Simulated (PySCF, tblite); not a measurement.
# C₆H₇FNS radical: geometry, infrared bands and EPR parameters

Aim: predict the infrared bands and EPR parameters of C₆H₇FNS radical (`C=C/N=C1/C[C@H](F)[C]1S`).

The runs use tblite 0.8.0 and PySCF 2.14.0, with density-fitted response routines of our own; the level of theory stands in each step. All values are computed, except where a source is named. Atoms count from 0, in the outputs and in this text.

**1. The starting structure**

16 atoms, charge 0, multiplicity 2; geometry from: force field or distance geometry start.

Bonds of the start (Å): C0–C1 1.36, C1–N2 1.42, N2–C3 1.30, C3–C4 1.51, C4–C5 1.53, C5–F6 1.36, C5–C7 1.55, C7–S8 1.77, C7–C3 1.49, C0–H9 1.08, C0–H10 1.09, C1–H11 1.05, C4–H12 1.10, C4–H13 1.11, C5–H14 1.09, S8–H15 1.44.

**2. Optimising the geometry with GFN2-xTB**

The job: settings as JSON, then the geometry in Å.

```
{"job": {"kind": "relax", "xc": "GFN2-xTB", "basis": "xTB"}, "charge": 0, "multiplicity": 2}
C      2.909400     1.131300     0.272100
C      1.711000     0.811500    -0.281300
N      1.276300    -0.524200    -0.048700
C      0.041200    -0.641600     0.336000
C     -0.863300    -1.788300     0.705100
C     -1.943800    -0.925200     0.056300
F     -1.792600    -0.977700    -1.298200
C     -1.114900     0.232100     0.667400
S     -1.256000     1.779600    -0.188500
H      3.309100     2.127600     0.155500
H      3.465000     0.387600     0.850800
H      1.194300     1.549600    -0.822300
H     -0.976200    -1.835100     1.801900
H     -0.629100    -2.735700     0.175500
H     -2.949100    -1.030300     0.474600
H     -2.388900     2.447800     0.399900
```

The run is started by

```
> OMP_NUM_THREADS=1 python probes_run.py task.json out
```

The driver reads the jobs from task.json and runs them one after another.

The log of the run:

```text
step      E/eV     max force
  0    -738.49896    3.446
  1    -738.99507    2.268
  2    -739.29393    1.118
  3    -739.44162    1.180
  4    -739.55026    0.948
  5    -739.64760    1.034
  6    -739.72591    1.000
  7    -739.81697    1.035
  8    -739.88037    0.867
  9    -739.94526    0.688
 10    -740.01251    0.661
 11    -740.09785    0.663
 12    -740.17353    0.568
 13    -740.21478    0.415
 14    -740.24371    0.437
 15    -740.26661    0.632
 16    -740.29082    0.522
 17    -740.30953    0.357
 18    -740.32866    0.261
 19    -740.33803    0.339
 20    -740.35578    0.367
 21    -740.36759    0.243
 22    -740.37635    0.253
 23    -740.38240    0.241
 24    -740.39029    0.258
 25    -740.39737    0.187
 26    -740.40242    0.171
 27    -740.40646    0.186
 28    -740.41124    0.174
 29    -740.41713    0.180
 30    -740.42314    0.149
 31    -740.42765    0.156
 32    -740.43094    0.162
 33    -740.43464    0.180
 34    -740.43995    0.193
 35    -740.44659    0.209
 36    -740.45300    0.201
 37    -740.45775    0.186
 38    -740.46094    0.182
 39    -740.46399    0.147
 40    -740.46702    0.131
 41    -740.46963    0.112
 42    -740.47194    0.128
 43    -740.47501    0.156
 44    -740.47879    0.151
 45    -740.48253    0.184
 46    -740.48508    0.155
 47    -740.48704    0.135
 48    -740.48899    0.121
 49    -740.49125    0.132
 50    -740.49346    0.144
 51    -740.49558    0.121
 52    -740.49737    0.097
 53    -740.49871    0.087
 54    -740.49966    0.075
 55    -740.50061    0.091
 56    -740.50167    0.091
 57    -740.50278    0.078
 58    -740.50382    0.094
 59    -740.50492    0.109
 60    -740.50633    0.132
 61    -740.50815    0.144
 62    -740.50996    0.110
 63    -740.51120    0.067
 64    -740.51182    0.062
 65    -740.51229    0.048
 66    -740.51277    0.049
 67    -740.51319    0.050
 68    -740.51353    0.049
 69    -740.51386    0.045
 70    -740.51419    0.042
 71    -740.51446    0.047
 72    -740.51469    0.045
 73    -740.51494    0.036
 74    -740.51527    0.045
 75    -740.51571    0.047
 76    -740.51623    0.050
 77    -740.51676    0.044
 78    -740.51729    0.059
 79    -740.51777    0.058
 80    -740.51832    0.049
 81    -740.51867    0.035
 82    -740.51885    0.036
 83    -740.51904    0.041
 84    -740.51929    0.041
 85    -740.51951    0.039
 86    -740.51975    0.046
 87    -740.51995    0.045
 88    -740.52015    0.038
 89    -740.52039    0.040
 90    -740.52072    0.050
 91    -740.52105    0.047
 92    -740.52129    0.035
 93    -740.52145    0.029
 94    -740.52160    0.035
 95    -740.52183    0.049
 96    -740.52223    0.060
 97    -740.52280    0.067
 98    -740.52339    0.063
 99    -740.52396    0.072
100    -740.52347    0.180
101    -740.52486    0.061
102    -740.52533    0.050
103    -740.52628    0.084
104    -740.52669    0.047
105    -740.52691    0.047
106    -740.52723    0.049
107    -740.52752    0.041
108    -740.52779    0.047
109    -740.52817    0.039
110    -740.52838    0.037
111    -740.52855    0.035
112    -740.52868    0.028
113    -740.52877    0.020
114    -740.52882    0.016
115    -740.52885    0.012
116    -740.52887    0.011
117    -740.52890    0.016
118    -740.52893    0.023
119    -740.52899    0.029
120    -740.52906    0.026
121    -740.52915    0.026
122    -740.52921    0.029
123    -740.52926    0.023
124    -740.52930    0.017
125    -740.52933    0.011
126    -740.52935    0.011
127    -740.52937    0.014
128    -740.52939    0.014
129    -740.52941    0.012
130    -740.52944    0.013
131    -740.52945    0.013
132    -740.52947    0.011
133    -740.52948    0.007
```

Run time: 0.79 s. Hardware: 1 thread of Arm Neoverse V2, shared host.

The steps of the relaxation: (not every step is listed)

```
step  energy from step 0 (eV)  largest force (eV/Å)
   0                   0.0000                3.4463
   1                  -0.4961                2.2684
   2                  -0.7950                1.1182
   3                  -0.9427                1.1798
   4                  -1.0513                0.9476
   5                  -1.1486                1.0345
   6                  -1.2269                1.0003
   7                  -1.3180                1.0352
   8                  -1.3814                0.8673
  20                  -1.8568                0.3666
  32                  -1.9320                0.1620
  44                  -1.9798                0.1513
  56                  -2.0027                0.0913
  68                  -2.0146                0.0489
  80                  -2.0194                0.0490
  92                  -2.0223                0.0348
 104                  -2.0277                0.0470
 116                  -2.0299                0.0108
 128                  -2.0304                0.0143
 129                  -2.0304                0.0115
 130                  -2.0305                0.0130
 131                  -2.0305                0.0132
 132                  -2.0305                0.0112
 133                  -2.0305                0.0075
```

Close pairs (by a distance rule), those that changed most:

```
  bond  before (Å)  after (Å)  change (Å)
S8–H15       1.441      1.337      -0.104
 C3–C7       1.487      1.403      -0.084
 C1–N2       1.424      1.353      -0.071
 C5–C7       1.549      1.498      -0.051
 C7–S8       1.774      1.724      -0.051
C1–H11       1.051      1.093      +0.042
C4–H13       1.110      1.087      -0.023
C0–H10       1.094      1.075      -0.019
```

The final coordinates are the input of the step that follows.

**3. Harmonic vibrations with GFN2-xTB**

The job: settings as JSON, then the geometry in Å.

```
{"job": {"kind": "ir", "xc": "GFN2-xTB", "basis": "xTB"}, "charge": 0, "multiplicity": 2}
C      3.202971     1.061756     0.266526
C      1.867878     0.922787     0.267089
N      1.304420    -0.300436     0.397855
C      0.020729    -0.458423     0.320508
C     -0.797794    -1.722297     0.504569
C     -2.051785    -0.847492     0.301502
F     -2.859691    -1.203572    -0.755683
C     -1.125721     0.303680     0.052228
S     -1.460914     1.919859    -0.443832
H      3.667091     2.026005     0.168959
H      3.838399     0.199503     0.359666
H      1.225417     1.801661     0.172128
H     -0.710596    -2.205649     1.474439
H     -0.658956    -2.453072    -0.288624
H     -2.714462    -0.748156     1.169111
H     -2.754585     1.712788    -0.710370
```

The log of the run:

```text
mode    cm-1     km/mol
  1      61.2      0.44
  2      67.7      1.48
  3     104.0      1.06
  4     153.7      4.78
  5     176.0      7.19
  6     224.4      0.43
  7     261.8     36.96
  8     324.0      5.86
  9     370.0      2.69
 10     461.3      3.44
 11     473.5      1.33
 12     540.0      4.42
 13     580.4      7.53
 14     649.2      4.86
 15     731.8      4.73
 16     825.5     27.14
 17     840.5     22.92
 18     872.8      7.45
 19     958.6     10.25
 20     968.7     11.54
 21     979.9     10.01
 22    1034.8     55.58
 23    1056.9      8.45
 24    1090.4     42.38
 25    1154.0      5.73
 26    1159.7     38.65
 27    1190.0     19.88
 28    1226.5     67.92
 29    1278.8     56.17
 30    1295.2      3.18
 31    1315.6     36.98
 32    1374.4      3.89
 33    1431.9      5.51
 34    1472.9      1.86
 35    1622.0     10.18
 36    2381.1     50.17
 37    2908.7     32.34
 38    2919.2     73.65
 39    3016.9     18.41
 40    3024.8      8.34
 41    3122.2      2.47
 42    3161.6     22.65
```

It took 0.48 s on 1 thread of Arm Neoverse V2, shared host.

Which atoms move in the most intense modes:

```
cm⁻¹  km/mol                                 atoms
1035    55.6  C5 35 %, H13 22 %, H14 14 %, F6 11 %
1090    42.4  C4 21 %, H12 19 %, C5 16 %, H13 14 %
1160    38.6  H14 23 %, C7 22 %, C4 15 %, H12 15 %
1226    67.9  C7 20 %, H14 16 %, C4 13 %, H12 11 %
1279    56.2                     H14 67 %, C5 19 %
1316    37.0   C7 31 %, C3 16 %, H10 14 %, N2 13 %
2381    50.2                              H15 97 %
2919    73.7                              H11 93 %
```

**4. g tensor and hyperfine couplings: B3LYP/pcH-1**

Settings changed since step 3:

```diff
@@ -1,2 +1,2 @@
-{"job": {"kind": "ir", "xc": "GFN2-xTB", "basis": "xTB"}, "charge": 0, "multiplicity": 2}
+{"job": {"kind": "epr", "basis": "pcH-1"}, "charge": 0, "multiplicity": 2}
 C      3.202971     1.061756     0.266526
```

Level: UKS B3LYP, pcH-1 on C F H N S, non-relativistic, mean-field spin-orbit, GIAO.

The log of the run:

```text
UKS, coarse grid
  cycle   1  E = -785.46738627  |g| = 4.73e-01
  cycle   2  E = -785.28582861  |g| = 7.92e-01
  cycle   3  E = -785.54804767  |g| = 1.60e-01
  cycle   4  E = -785.55994835  |g| = 7.03e-02
  cycle   5  E = -785.56254058  |g| = 1.82e-02
  cycle   6  E = -785.56279453  |g| = 8.12e-03
  cycle   7  E = -785.56291059  |g| = 4.04e-03
  cycle   8  E = -785.56293885  |g| = 2.53e-03
  cycle   9  E = -785.56294633  |g| = 7.03e-04
UKS, final grid
  cycle   1  E = -785.56295989  |g| = 8.62e-04
  cycle   2  E = -785.56295965  |g| = 1.29e-03
  cycle   3  E = -785.56296049  |g| = 1.97e-04
  cycle   4  E = -785.56296054  |g| = 1.49e-04
  cycle   5  E = -785.56296060  |g| = 6.83e-05
  cycle   6  E = -785.56296060  |g| = 1.58e-05
E = -785.56296060 Eh   <S^2> = 0.7827 (exact 0.7500)
g shifts (ppm)      1          2          3
  rmc          -190       -190       -190
  gc             -3         52         42
  oz_so        -120       1912       5058
  total        -313       1774       4910
hyperfine (MHz)  atom isotope    a_iso     a_fc   dipolar eigenvalues
    0   13C      28.31      28.35    -28.07    -27.11     55.19
    1   13C     -30.56     -30.59    -20.91      8.64     12.27
    2   14N      14.45      14.45    -16.37    -16.19     32.56
    3   13C     -35.01     -35.03    -24.08      7.58     16.50
    4   13C       5.82       5.82     -1.13     -0.28      1.41
    5   13C     -15.42     -15.41     -1.83     -1.01      2.83
    6   19F      94.59      94.12    -34.22    -30.29     64.51
    7   13C      53.86      53.62    -41.85    -40.76     82.61
    8   33S       5.60       5.86    -17.34    -14.60     31.93
    9    1H     -22.92     -22.93    -13.43     -0.63     14.06
   10    1H     -22.20     -22.21    -11.26     -1.38     12.65
   11    1H       7.02       7.02     -4.10     -2.24      6.33
   12    1H      -1.23      -1.23     -1.62     -0.39      2.01
   13    1H      -5.50      -5.50     -1.79     -0.75      2.53
   14    1H      40.89      40.89     -3.03     -1.24      4.27
   15    1H      -3.37      -3.40     -3.05     -1.44      4.49
```

Run time: 2 min. Hardware: 1 thread of Arm Neoverse V2, shared host; peak memory 1.1 GiB.

Principal g values 2.00201, 2.00409, 2.00723; g(iso) = 2.00444, against 2.00232 for a free electron.

Hyperfine couplings, nucleus by nucleus at this fixed geometry (no averaging over rotations):

```
nuclei  isotope  a(iso) (MHz)  a(iso) (G, at g = 2.0023)  largest dipolar term (MHz)
    F6      19F          94.6                       33.8                        64.5
    C7      13C          53.9                       19.2                        82.6
   H14       1H          40.9                       14.6                         4.3
    C3      13C         -35.0                      -12.5                       -24.1
    C1      13C         -30.6                      -10.9                       -20.9
    C0      13C          28.3                       10.1                        55.2
    H9       1H         -22.9                       -8.2                        14.1
   H10       1H         -22.2                       -7.9                        12.6
    C5      13C         -15.4                       -5.5                         2.8
    N2      14N          14.5                        5.2                        32.6
   H11       1H           7.0                        2.5                         6.3
    C4      13C           5.8                        2.1                         1.4
    S8      33S           5.6                        2.0                        31.9
   H13       1H          -5.5                       -2.0                         2.5
```

Mulliken spin populations:

C0 0.37; C1 -0.16; N2 0.35; C3 -0.17; C4 0.01; C5 -0.02; F6 0.01; C7 0.47; S8 0.15; H9 -0.02; H10 -0.02; H11 0.00; H12 0.00; H13 0.00; H14 0.02; H15 0.00

In first order the couplings over 0.8 MHz of 19F, 1H, 14N give 680 distinct lines over 80.9 G.

The fields below are evaluated on a grid from the run's orbitals.

ELF in a plane through or near 12 of the atoms.

Ten even steps from ' ' (0.00) to '@' (1.00):
```
                                                        
                                                        
                          ::--::                        
                        --##%%**==++%%##..              
                        ++@@@@++**@@@@@@--              
                  ::..  --%%--++::@@@@@@::              
        ==++..  ::@@@@--  ++++::====--..                
      ++@@@@%%..--@@@@@@  ..++%%##::                    
      ##@@@@@@====**@@**  ::**--::%%++::                
      --%%@@++::%%==::++--==%%****##::==....            
        ::++::::%%==**####--::++::--==--..              
        ::%%@@%%::..##--==++==%%++@@%%==                
        ++@@@@@@  ..%%@@%%::++**====++..                
        ::##@@**  ..##%%**  ..++####--                  
                    ::--      ==**++::                  
                              ......                    
                                                        
                                                        
                                                        
                                                        
```
The map spans 13.5 Å across and 10.6 Å up, centred on the molecule. Atoms in the plane (x, y in Å): C0 (-3.4, -0.1), C1 (-2.1, 0.2), N2 (-1.1, -0.8), C3 (0.1, -0.5), C4 (1.3, -1.4), C5 (2.2, -0.1), C7 (1.0, 0.7), S8 (0.7, 2.4), H9 (-4.1, 0.7), H10 (-3.7, -1.1), H11 (-1.8, 1.2), H15 (2.0, 2.7).

log10 of the density (e/Å³) in the same plane.

Values, 10 rows by 14 columns:
```
-4.0 -4.0 -4.0 -4.0 -4.0 -4.0 -3.6 -3.7 -3.7 -4.0 -4.0 -4.0 -4.0 -4.0
-4.0 -4.0 -4.0 -4.0 -4.0 -3.8 -2.4 -1.6 -1.7 -2.2 -3.2 -4.0 -4.0 -4.0
-4.0 -4.0 -4.0 -3.9 -3.3 -2.7 -1.4 -0.1 -0.2 -0.6 -2.2 -3.9 -4.0 -4.0
-4.0 -3.5 -2.2 -2.0 -1.6 -0.8 -1.3 -0.1  0.0 -1.0 -2.3 -3.7 -4.0 -4.0
-4.0 -2.6 -0.7  0.0 -0.2  0.3 -1.0 -0.1  0.8 -0.4 -1.0 -2.1 -4.0 -4.0
-4.0 -2.8 -1.1  0.2  0.2  0.3  0.3  0.9 -0.2  1.6 -0.5 -1.8 -4.0 -4.0
-4.0 -3.3 -1.6 -0.4 -1.2 -0.5 -0.1 -0.4  1.0 -0.4 -1.8 -3.0 -4.0 -4.0
-4.0 -4.0 -3.1 -2.5 -2.7 -2.1 -2.0 -1.7 -0.7 -1.3 -2.7 -4.0 -4.0 -4.0
-4.0 -4.0 -4.0 -4.0 -4.0 -4.0 -4.0 -3.0 -2.4 -2.7 -3.7 -4.0 -4.0 -4.0
-4.0 -4.0 -4.0 -4.0 -4.0 -4.0 -4.0 -4.0 -4.0 -4.0 -4.0 -4.0 -4.0 -4.0
```
The map spans 13.5 Å across and 10.6 Å up, centred on the molecule. Atoms in the plane (x, y in Å): C0 (-3.4, -0.1), C1 (-2.1, 0.2), N2 (-1.1, -0.8), C3 (0.1, -0.5), C4 (1.3, -1.4), C5 (2.2, -0.1), C7 (1.0, 0.7), S8 (0.7, 2.4), H9 (-4.1, 0.7), H10 (-3.7, -1.1), H11 (-1.8, 1.2), H15 (2.0, 2.7).

On the surface of density 0.002 e/bohr³ the electrostatic potential runs, from the 1st to the 99th percentile, from -1.48 V near N2 to 1.53 V near H15.

The spin density lies nearest to C7 26 %; N2 20 %; C0 17 %; S8 11 %.

**5. Outcome**

```
                                 quantity                 value
strongest single infrared mode (GFN2-xTB)  2919 cm⁻¹, 74 km/mol
             zero-point energy (GFN2-xTB)         69.9 kcal/mol
                           g(iso) (B3LYP)               2.00444
                                     ⟨S²⟩    0.783 (exact 0.75)
                           largest a(iso)   19F on F6, 94.6 MHz
    surface potential, 1st and 99th percentile    -1.48 V and 1.53 V
```

Relaxing lowered the energy by 2.031 eV in 133 steps; the close pair that moved most is S8–H15, from 1.441 to 1.337 Å. All 42 modes are real, so the xTB geometry is a minimum. The strongest single mode, at 2919 cm⁻¹, moves mainly H11. GFN2-xTB is a fitted tight-binding method: band positions and strengths are rough. Its intensities can rank the bands wrongly. The largest spin populations lie on C7 (0.47 e), C0 (0.37 e), N2 (0.35 e). The isotropic g lies 2.1 ppt above the free-electron value.
